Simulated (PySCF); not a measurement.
**A gas-phase reaction: BH3 + CH4O → CH5BO + H2**

Wanted: the reaction energy for `B` + `CO` → `BOC` + `[H][H]`.

Programs: PySCF 2.14.0. All values are calculated, for the isolated system unless a continuum is named. Atoms count from 0, parts from 1.

### Step 1. Starting point

Each species was relaxed by itself at PBE0-D3(BJ)/def2-SVPD.

### Step 2. Reaction energy: wB97M-D3(BJ)/def2-TZVPD

The job: settings as JSON, then the geometry in Å.

```
{"job": {"kind": "react", "xc": "wB97M-D3(BJ)", "basis": "def2-TZVPD"}, "charge": 0, "multiplicity": 1}
-1 BH3 charge 0 multiplicity 1
B      0.002600    -0.000860    -0.000820
H     -0.717620    -0.965720     0.006670
H     -0.472740     1.105300     0.012620
H      1.198150    -0.142160    -0.021900

-1 CH4O charge 0 multiplicity 1
C     -0.341250     0.036370     0.001450
O      0.981790     0.455650    -0.217900
H     -0.998810     0.850990    -0.328620
H     -0.598530    -0.866320    -0.580020
H     -0.549490    -0.158950     1.068050
H      1.588300    -0.234130     0.059780

+1 CH5BO charge 0 multiplicity 1
B      1.305350     0.058560     0.211010
O      0.063120     0.142180     0.705360
C     -1.093200    -0.040940    -0.079220
H      2.218140     0.233850     0.978280
H      1.471620    -0.185000    -0.964420
H     -1.677000    -0.875660     0.333010
H     -0.834860    -0.256610    -1.127270
H     -1.705120     0.870590    -0.033200

+1 H2 charge 0 multiplicity 1
H      0.380250    -0.004350    -0.004320
H     -0.380250     0.004350     0.004320
```

Level: wB97M-D3(BJ)/def2-TZVPD reaction energy of separated species, gas phase.

Run with:

```
$ OMP_NUM_THREADS=1 python cluster_run.py task.json out
```

One launch serves the whole session: the jobs run in the order shown.

Log:

```text
species 1 (BH3)
coarse grid: 12600 points
cycle   1  E = -26.6116443408  dE = -2.473e-01  |g| = 9.645e-02  |ddm| = 1.124e+00
cycle   2  E = -26.6159518940  dE = -4.308e-03  |g| = 2.770e-02  |ddm| = 1.104e-01
cycle   3  E = -26.6162776864  dE = -3.258e-04  |g| = 8.166e-03  |ddm| = 3.407e-02
cycle   4  E = -26.6163118967  dE = -3.421e-05  |g| = 8.492e-04  |ddm| = 1.283e-02
cycle   5  E = -26.6163124948  dE = -5.981e-07  |g| = 1.190e-04  |ddm| = 1.678e-03
final grid: 27328 points
cycle   6  E = -26.6163022816  dE = -1.926e-08  |g| = 4.418e-05  |ddm| = 8.874e-04
cycle   7  E = -26.6163022830  dE = -1.343e-09  |g| = 1.263e-05  |ddm| = 1.427e-04
cycle   8  E = -26.6163022831  dE = -1.369e-10  |g| = 4.158e-06  |ddm| = 3.054e-05
converged SCF energy = -26.6163022831

species 2 (CH4O)
coarse grid: 20248 points
cycle   1  E = -115.7313873521  dE =  7.120e-02  |g| = 5.636e-01  |ddm| = 1.531e+00
cycle   2  E = -115.7261856220  dE =  5.202e-03  |g| = 6.290e-01  |ddm| = 6.638e-01
cycle   3  E = -115.7900652273  dE = -6.388e-02  |g| = 2.852e-02  |ddm| = 2.810e-01
cycle   4  E = -115.7902234433  dE = -1.582e-04  |g| = 6.697e-03  |ddm| = 3.255e-02
cycle   5  E = -115.7902360556  dE = -1.261e-05  |g| = 1.490e-03  |ddm| = 1.019e-02
cycle   6  E = -115.7902366612  dE = -6.056e-07  |g| = 5.701e-04  |ddm| = 2.218e-03
final grid: 43904 points
cycle   7  E = -115.7902247953  dE = -7.217e-08  |g| = 4.629e-04  |ddm| = 2.304e-03
cycle   8  E = -115.7902248181  dE = -2.278e-08  |g| = 3.450e-04  |ddm| = 5.919e-04
cycle   9  E = -115.7902248439  dE = -2.581e-08  |g| = 1.599e-05  |ddm| = 2.040e-04
cycle  10  E = -115.7902248440  dE = -9.163e-11  |g| = 1.362e-05  |ddm| = 4.721e-05
converged SCF energy = -115.7902248440

species 3 (CH5BO)
coarse grid: 27904 points
cycle   1  E = -141.2282733386  dE =  2.184e-01  |g| = 5.553e-01  |ddm| = 1.954e+00
cycle   2  E = -141.2144993339  dE =  1.377e-02  |g| = 6.713e-01  |ddm| = 1.165e+00
cycle   3  E = -141.2879091959  dE = -7.341e-02  |g| = 3.232e-02  |ddm| = 5.004e-01
cycle   4  E = -141.2882232458  dE = -3.140e-04  |g| = 1.470e-02  |ddm| = 6.549e-02
cycle   5  E = -141.2882784423  dE = -5.520e-05  |g| = 3.926e-03  |ddm| = 1.711e-02
cycle   6  E = -141.2882833487  dE = -4.906e-06  |g| = 8.063e-04  |ddm| = 4.488e-03
final grid: 60488 points
cycle   7  E = -141.2882500004  dE = -3.306e-07  |g| = 4.925e-04  |ddm| = 4.159e-03
cycle   8  E = -141.2882500456  dE = -4.519e-08  |g| = 5.044e-04  |ddm| = 8.876e-04
cycle   9  E = -141.2882500909  dE = -4.527e-08  |g| = 7.347e-05  |ddm| = 4.391e-04
cycle  10  E = -141.2882500943  dE = -3.464e-09  |g| = 5.675e-05  |ddm| = 1.583e-04
cycle  11  E = -141.2882500954  dE = -1.058e-09  |g| = 5.584e-06  |ddm| = 1.146e-04
cycle  12  E = -141.2882500954  dE = -1.273e-11  |g| = 1.246e-06  |ddm| = 1.252e-05
converged SCF energy = -141.2882500954

species 4 (H2)
coarse grid: 4944 points
cycle   1  E = -1.1694185848  dE = -2.751e-01  |g| = 9.865e-03  |ddm| = 4.504e-01
cycle   2  E = -1.1694528293  dE = -3.424e-05  |g| = 1.161e-03  |ddm| = 9.676e-03
cycle   3  E = -1.1694535115  dE = -6.822e-07  |g| = 1.815e-04  |ddm| = 1.918e-03
final grid: 10744 points
cycle   4  E = -1.1694521036  dE = -2.407e-08  |g| = 4.115e-05  |ddm| = 3.871e-04
cycle   5  E = -1.1694521049  dE = -1.271e-09  |g| = 9.630e-06  |ddm| = 9.177e-05
cycle   6  E = -1.1694521050  dE = -7.531e-11  |g| = 3.020e-07  |ddm| = 2.873e-05
converged SCF energy = -1.1694521050

Reaction energy = -32.724 kcal/mol
```

Run time: 23 s. Hardware: 1 thread of Arm Neoverse N1, shared host; peak memory 0.56 GiB.

Species by species (with the dispersion term, which the log's SCF energies lack):

| ν | species | energy (Eh) | HOMO (eV) |
| --- | --- | --- | --- |
| -1 | B | -26.61783 | -12.37 |
| -1 | CO | -115.79380 | -10.52 |
| +1 | BOC | -141.29411 | -11.04 |
| +1 | [H][H] | -1.16967 | -14.48 |

### Step 3. Reaction energy: PBE0-D3(BJ)/def2-TZVPD

The job, as its differences from that of step 2:

```diff
@@ -1,2 +1,2 @@
-{"job": {"kind": "react", "xc": "wB97M-D3(BJ)", "basis": "def2-TZVPD"}, "charge": 0, "multiplicity": 1}
+{"job": {"kind": "react", "xc": "PBE0", "basis": "def2-TZVPD", "disp": "d3bj"}, "charge": 0, "multiplicity": 1}
 -1 BH3 charge 0 multiplicity 1
```

Level: PBE0-D3(BJ)/def2-TZVPD reaction energy of separated species, gas phase.

Log:

```text
species 1 (BH3)
coarse grid: 2952 points
cycle   1  E = -26.5640085675  dE = -2.476e-01  |g| = 8.207e-02  |ddm| = 1.102e+00
cycle   2  E = -26.5663710020  dE = -2.362e-03  |g| = 2.618e-02  |ddm| = 1.220e-01
cycle   3  E = -26.5665933427  dE = -2.223e-04  |g| = 1.029e-02  |ddm| = 3.109e-02
cycle   4  E = -26.5666285654  dE = -3.522e-05  |g| = 4.270e-04  |ddm| = 8.933e-03
cycle   5  E = -26.5666286335  dE = -6.812e-08  |g| = 1.348e-05  |ddm| = 6.952e-04
final grid: 27328 points
cycle   6  E = -26.5657317125  dE = -9.945e-06  |g| = 2.070e-03  |ddm| = 1.706e-02
cycle   7  E = -26.5657324610  dE = -7.485e-07  |g| = 1.293e-03  |ddm| = 2.574e-03
cycle   8  E = -26.5657330038  dE = -5.428e-07  |g| = 3.159e-05  |ddm| = 1.119e-03
cycle   9  E = -26.5657330042  dE = -3.887e-10  |g| = 3.890e-06  |ddm| = 3.642e-05
converged SCF energy = -26.5657330042

species 2 (CH4O)
coarse grid: 4656 points
cycle   1  E = -115.5793870703  dE =  6.213e-02  |g| = 5.864e-01  |ddm| = 1.557e+00
cycle   2  E = -115.4915034171  dE =  8.788e-02  |g| = 9.143e-01  |ddm| = 8.425e-01
cycle   3  E = -115.6419359366  dE = -1.504e-01  |g| = 4.540e-02  |ddm| = 4.751e-01
cycle   4  E = -115.6422634887  dE = -3.276e-04  |g| = 1.801e-02  |ddm| = 3.325e-02
cycle   5  E = -115.6423329051  dE = -6.942e-05  |g| = 4.965e-03  |ddm| = 1.211e-02
cycle   6  E = -115.6423381822  dE = -5.277e-06  |g| = 3.237e-04  |ddm| = 3.589e-03
final grid: 43904 points
cycle   7  E = -115.6393349464  dE = -2.464e-05  |g| = 7.058e-03  |ddm| = 6.365e-02
cycle   8  E = -115.6393276611  dE =  7.285e-06  |g| = 9.519e-03  |ddm| = 7.800e-03
cycle   9  E = -115.6393440500  dE = -1.639e-05  |g| = 8.593e-04  |ddm| = 4.396e-03
cycle  10  E = -115.6393441888  dE = -1.388e-07  |g| = 1.565e-04  |ddm| = 5.611e-04
cycle  11  E = -115.6393441941  dE = -5.242e-09  |g| = 1.672e-05  |ddm| = 9.671e-05
cycle  12  E = -115.6393441941  dE = -4.826e-11  |g| = 2.435e-06  |ddm| = 1.645e-05
converged SCF energy = -115.6393441941

species 3 (CH5BO)
coarse grid: 6360 points
cycle   1  E = -141.0398253639  dE =  1.255e-01  |g| = 5.296e-01  |ddm| = 1.973e+00
cycle   2  E = -140.9380521870  dE =  1.018e-01  |g| = 9.144e-01  |ddm| = 1.153e+00
cycle   3  E = -141.0906025719  dE = -1.526e-01  |g| = 5.936e-02  |ddm| = 6.091e-01
cycle   4  E = -141.0913199178  dE = -7.173e-04  |g| = 1.498e-02  |ddm| = 5.761e-02
cycle   5  E = -141.0913771404  dE = -5.722e-05  |g| = 3.199e-03  |ddm| = 1.715e-02
cycle   6  E = -141.0913793964  dE = -2.256e-06  |g| = 8.176e-04  |ddm| = 3.722e-03
final grid: 60488 points
cycle   7  E = -141.0884332525  dE = -4.007e-05  |g| = 8.128e-03  |ddm| = 1.070e-01
cycle   8  E = -141.0884181749  dE =  1.508e-05  |g| = 1.251e-02  |ddm| = 1.125e-02
cycle   9  E = -141.0884445575  dE = -2.638e-05  |g| = 1.119e-03  |ddm| = 7.312e-03
cycle  10  E = -141.0884448402  dE = -2.827e-07  |g| = 1.784e-04  |ddm| = 9.551e-04
cycle  11  E = -141.0884448467  dE = -6.481e-09  |g| = 6.069e-05  |ddm| = 1.748e-04
cycle  12  E = -141.0884448477  dE = -9.792e-10  |g| = 9.292e-06  |ddm| = 5.456e-05
converged SCF energy = -141.0884448477

species 4 (H2)
coarse grid: 1240 points
cycle   1  E = -1.1670610770  dE = -2.327e-01  |g| = 2.266e-02  |ddm| = 4.588e-01
cycle   2  E = -1.1672485207  dE = -1.874e-04  |g| = 3.233e-03  |ddm| = 1.896e-02
cycle   3  E = -1.1672529768  dE = -4.456e-06  |g| = 9.769e-05  |ddm| = 2.761e-03
final grid: 10744 points
cycle   4  E = -1.1681372010  dE = -1.931e-06  |g| = 2.742e-04  |ddm| = 1.573e-03
cycle   5  E = -1.1681372293  dE = -2.829e-08  |g| = 3.989e-05  |ddm| = 2.446e-04
cycle   6  E = -1.1681372299  dE = -6.321e-10  |g| = 1.265e-06  |ddm| = 3.106e-05
converged SCF energy = -1.1681372299

Reaction energy = -32.822 kcal/mol
```

Run time: 10 s. Hardware: 1 thread of Arm Neoverse N1, shared host; peak memory 0.54 GiB.

Reaction energy at this level: -32.82 kcal/mol.

### Step 4. Reaction energy: MP2/def2-TZVPD

The job, as its differences from that of step 3:

```diff
@@ -1,2 +1,2 @@
-{"job": {"kind": "react", "xc": "PBE0", "basis": "def2-TZVPD", "disp": "d3bj"}, "charge": 0, "multiplicity": 1}
+{"job": {"kind": "react", "xc": "MP2", "basis": "def2-TZVPD"}, "charge": 0, "multiplicity": 1}
 -1 BH3 charge 0 multiplicity 1
```

Method: MP2/def2-TZVPD reaction energy of separated species, gas phase.

Log:

```text
species 1 (BH3)
final grid: 27328 points
cycle   1  E = -26.3831128019  dE = -2.855e-01  |g| = 1.870e-01  |ddm| = 1.064e+00
cycle   2  E = -26.3988402297  dE = -1.573e-02  |g| = 4.655e-02  |ddm| = 1.825e-01
cycle   3  E = -26.3998304640  dE = -9.902e-04  |g| = 9.620e-03  |ddm| = 5.934e-02
cycle   4  E = -26.3998837153  dE = -5.325e-05  |g| = 8.083e-04  |ddm| = 1.456e-02
cycle   5  E = -26.3998841618  dE = -4.464e-07  |g| = 1.287e-04  |ddm| = 2.358e-03
cycle   6  E = -26.3998841741  dE = -1.237e-08  |g| = 1.893e-05  |ddm| = 2.622e-04
cycle   7  E = -26.3998841744  dE = -3.001e-10  |g| = 1.494e-06  |ddm| = 5.637e-05
converged SCF energy = -26.3998841744

species 2 (CH4O)
final grid: 43904 points
cycle   1  E = -115.0461717796  dE =  5.897e-02  |g| = 4.729e-01  |ddm| = 1.453e+00
cycle   2  E = -115.0808518180  dE = -3.468e-02  |g| = 2.725e-01  |ddm| = 4.369e-01
cycle   3  E = -115.0930370162  dE = -1.219e-02  |g| = 3.975e-02  |ddm| = 1.287e-01
cycle   4  E = -115.0934372497  dE = -4.002e-04  |g| = 8.732e-03  |ddm| = 3.512e-02
cycle   5  E = -115.0934620015  dE = -2.475e-05  |g| = 2.139e-03  |ddm| = 8.122e-03
cycle   6  E = -115.0934637950  dE = -1.793e-06  |g| = 6.164e-04  |ddm| = 3.401e-03
cycle   7  E = -115.0934639919  dE = -1.969e-07  |g| = 1.503e-04  |ddm| = 1.292e-03
cycle   8  E = -115.0934640069  dE = -1.501e-08  |g| = 2.631e-05  |ddm| = 2.702e-04
cycle   9  E = -115.0934640074  dE = -4.521e-10  |g| = 5.169e-06  |ddm| = 8.302e-05
converged SCF energy = -115.0934640074

species 3 (CH5BO)
final grid: 60488 points
cycle   1  E = -140.3443233751  dE =  2.535e-01  |g| = 4.951e-01  |ddm| = 1.827e+00
cycle   2  E = -140.3903338142  dE = -4.601e-02  |g| = 2.845e-01  |ddm| = 6.533e-01
cycle   3  E = -140.4041015179  dE = -1.377e-02  |g| = 5.496e-02  |ddm| = 1.795e-01
cycle   4  E = -140.4049154908  dE = -8.140e-04  |g| = 1.139e-02  |ddm| = 7.499e-02
cycle   5  E = -140.4049548081  dE = -3.932e-05  |g| = 2.297e-03  |ddm| = 1.478e-02
cycle   6  E = -140.4049569534  dE = -2.145e-06  |g| = 5.982e-04  |ddm| = 4.840e-03
cycle   7  E = -140.4049571169  dE = -1.635e-07  |g| = 1.601e-04  |ddm| = 1.875e-03
cycle   8  E = -140.4049571300  dE = -1.301e-08  |g| = 3.872e-05  |ddm| = 4.966e-04
cycle   9  E = -140.4049571310  dE = -1.080e-09  |g| = 9.201e-06  |ddm| = 1.201e-04
cycle  10  E = -140.4049571311  dE = -6.594e-11  |g| = 1.865e-06  |ddm| = 3.251e-05
converged SCF energy = -140.4049571311

species 4 (H2)
final grid: 10744 points
cycle   1  E = -1.1312982072  dE = -3.213e-01  |g| = 4.426e-02  |ddm| = 4.479e-01
cycle   2  E = -1.1322329963  dE = -9.348e-04  |g| = 7.183e-03  |ddm| = 3.751e-02
cycle   3  E = -1.1322676965  dE = -3.470e-05  |g| = 8.111e-04  |ddm| = 1.078e-02
cycle   4  E = -1.1322681115  dE = -4.150e-07  |g| = 2.771e-05  |ddm| = 1.627e-03
cycle   5  E = -1.1322681120  dE = -4.855e-10  |g| = 2.610e-06  |ddm| = 6.834e-05
converged SCF energy = -1.1322681120

Reaction energy = -34.615 kcal/mol
```

Run time: 3.8 s. Hardware: 1 thread of Arm Neoverse N1, shared host; peak memory 0.39 GiB.

Reaction energy at this level: -34.62 kcal/mol.

### Step 5. Comparing the runs

Energies in kcal/mol, with wall time:

| run | reaction | time |
| --- | --- | --- |
| wB97M-D3(BJ)/def2-TZVPD | -32.72 | 23 s |
| PBE0-D3(BJ)/def2-TZVPD | -32.82 | 10 s |
| MP2/def2-TZVPD | -34.62 | 3.8 s |

### Step 6. Results

| quantity | value |
| --- | --- |
| reaction energy (wB97M-D3(BJ)/def2-TZVPD) | -32.72 kcal/mol |
| ΔH, ΔG at 298 K (xTB thermal terms) | -35.8, -33.9 kcal/mol |
| range of the reaction energy over the runs of this table | -34.62 to -32.72 kcal/mol |

**Reading.** The reaction is exothermic by 35.8 kcal/mol in the gas phase; dispersion gives -0.61, and xTB itself gave -24.24 for the electronic energy (xTB energies and thermal terms come from the earlier relaxation of each species, not shown). No barrier was sought. The reaction energy runs from -34.62 (MP2/def2-TZVPD) to -32.72 kcal/mol (wB97M-D3(BJ)/def2-TZVPD).
